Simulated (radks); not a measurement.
**The Coulomb parameter U of the 4f shell of Pr²⁺**

An exercise on one series of results from a longer session: the logs are not shown, and one member is left open.

The numbers are computed with radks (a radial shooting solver on a logarithmic mesh, Libxc functionals) version 1 (scalar-relativistic Kohn-Sham, r2SCAN, spin-unpolarised, spherical densities, finite nucleus), except any that are marked as measured or tabulated.

## The system

- element: praseodymium (Z = 59)
- charge: +2
- electrons: 57
- configuration: [Xe] 4f2 6p1
- nuclear rms radius: 4.8919 fm

The outer shells:

Pr²⁺
```
[Xe] core
4f [↑ ][↑ ][  ][  ][  ][  ][  ]
6p [↑ ][  ][  ]
```

Set-up of the first run:

Input:

```text
Z 59
configuration [Xe] 4f2 6p1
relativity scalar-relativistic
functional r2scan,r2scan
spin unpolarised
nucleus finite rms 4.8919 fm
c 137.035999084
```

Steps of the session up to this table: Start: [Xe] 4f2 6p1.

One table of the session follows, with a row left open; its other results are not shown here.

It belongs to the step «Start: [Xe] 4f2 6p1». Sizes of the orbitals, from the radial functions (bohr):

| level | <r> | outermost maximum (interpolated) | 90 % within | nodes |
| --- | --- | --- | --- | --- |
| 3d | 0.2475 | 0.201 | 0.386 | 0 |
| 4s | 0.6217 | 0.579 | 0.892 | 3 |
| 4p | ? | ? | ? | ? |
| 4d | 0.7233 | 0.634 | 1.09 | 1 |
| 5s | 1.477 | 1.34 | 2.11 | 4 |
| 5p | 1.684 | 1.50 | 2.44 | 3 |
| 4f | 1.020 | 0.676 | 1.74 | 0 |
| 6p | 4.356 | 4.01 | 6.13 | 4 |

**Question.** Estimate the row for 4p.

**Answer.** <r>: 0.6577; outermost maximum (interpolated): 0.604; 90 % within: 0.955; nodes: 2. In the column «<r>» it lies between 4s (0.6217) and 4d (0.7233).
